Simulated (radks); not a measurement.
# Ionising lanthanum step by step, La to La¹⁸⁺

An exercise on one series of results from a longer session: the logs are not shown, and one member is left open.

Method: scalar-relativistic Kohn-Sham, PBE, spin-unpolarised, spherical densities, point nucleus. Code: radks (a radial shooting solver on a logarithmic mesh, Libxc functionals) version 1.

## The system

* element: lanthanum (Z = 57)
* charges: 0 to 18
* first configuration: [Xe] 5d1 6s2
* last configuration: [Kr] 4d3

Outer shells as boxes (Hund's rule):

La
```
[Xe] core
5d [↑ ][  ][  ][  ][  ]
6s [↑↓]
```

La¹⁸⁺
```
[Kr] core
4d [↑ ][↑ ][↑ ][  ][  ]
```

Set-up of the first run:

Input:

```text
Z 57
configuration [Xe] 5d1 6s2
relativity scalar-relativistic
functional pbe,pbe
spin unpolarised
nucleus point
c 137.035999084
```

Among the steps run: La, [Xe] 5d1 6s2; La⁺, [Xe] 5d2; La²⁺, [Xe] 5d1; La³⁺, [Xe]; La⁴⁺, [Kr] 4d10 5s2 5p5; La⁵⁺, [Kr] 4d10 5s2 5p4; La⁶⁺, [Kr] 4d10 5s2 5p3; La⁷⁺, [Kr] 4d10 5s2 5p2; La⁸⁺, [Kr] 4d10 5s2 5p1; La⁹⁺, [Kr] 4d10 5s2; La¹⁰⁺, [Kr] 4d10 5s1; La¹¹⁺, [Kr] 4d10; La¹²⁺, [Kr] 4d9; La¹³⁺, [Kr] 4d8; La¹⁴⁺, [Kr] 4d7; La¹⁵⁺, [Kr] 4d6; La¹⁶⁺, [Kr] 4d5; La¹⁷⁺, [Kr] 4d4; La¹⁸⁺, [Kr] 4d3.

One of the session's tables, all rows but one given; the rest of the session is left out.

```
species  Δ-SCF (eV)  −ε(HOMO) (eV)
     La       6.034          3.090
    La⁺      10.820          7.170
   La²⁺      18.950         14.698
   La³⁺      50.819         44.743
   La⁴⁺      63.353         57.020
   La⁵⁺      76.370         69.809
   La⁶⁺      89.812         83.052
   La⁷⁺      103.63         96.693
   La⁸⁺      117.78         110.69
   La⁹⁺      153.63         145.69
  La¹⁰⁺      169.83         161.70
  La¹¹⁺           ?              ?
  La¹²⁺      306.80         292.17
  La¹³⁺      336.74         321.76
  La¹⁴⁺      367.39         352.06
  La¹⁵⁺      398.73         383.07
  La¹⁶⁺      430.75         414.76
  La¹⁷⁺      463.42         447.12
```

Q: Estimate the row for La¹¹⁺ from the others.

As computed: Δ-SCF (eV): 277.60; −ε(HOMO) (eV): 263.33. In the column «Δ-SCF (eV)» it lies between La¹⁰⁺ (169.83) and La¹²⁺ (306.80).

Caveats from the session: Spin polarisation and multiplet splitting are left out, so open shells lie too high by an amount that depends on their filling.
